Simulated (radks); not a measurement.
# The series with 6 electrons, C to Fe²⁰⁺

One table from this session's results is given with a row withheld; the runs are named, their logs left out.

The numbers are computed with radks (a radial shooting solver on a logarithmic mesh, Libxc functionals) version 1 (Dirac Kohn-Sham, BLYP, spin-unpolarised, spherical densities, finite nucleus; open shells fill j = l - 1/2 first), except any that are marked as measured or tabulated.

### The atom as given

| Quantity | Value |
| --- | --- |
| electrons | 6 |
| ions | C, N⁺, O²⁺, F³⁺, Ne⁴⁺, Mg⁶⁺, Al⁷⁺, Si⁸⁺, P⁹⁺, S¹⁰⁺, Cl¹¹⁺, Ar¹²⁺, K¹³⁺, Ca¹⁴⁺, Sc¹⁵⁺, Ti¹⁶⁺, V¹⁷⁺, Cr¹⁸⁺, Mn¹⁹⁺, Fe²⁰⁺ |
| configuration | NIST ground configuration of each |

Set-up of the first run:

Input:

```text
Z 6
configuration [He] 2s2 2p2
relativity Dirac
functional b88,lyp
spin unpolarised
j_filling energy
nucleus finite rms 2.4702 fm
c 137.035999084
```

Among the steps run: C, [He] 2s2 2p2.

One of the session's tables, all rows but one given; the rest of the session is left out.

Sizes of the orbitals, from the radial functions (bohr):

| level | <r> | outermost maximum (interpolated) | 90 % within |
| --- | --- | --- | --- |
| 1s1/2 | 0.2707 | 0.174 | 0.486 |
| 2s1/2 | 1.572 | 1.21 | 2.53 |
| 2p1/2 | ? | ? | ? |
| 2p3/2 | 1.804 | 1.19 | 3.16 |

**Question.** Estimate the row for 2p1/2.

The run gave: <r>: 1.802; outermost maximum (interpolated): 1.19; 90 % within: 3.15. In the column «<r>» it lies between 2s1/2 (1.572) and 2p3/2 (1.804).
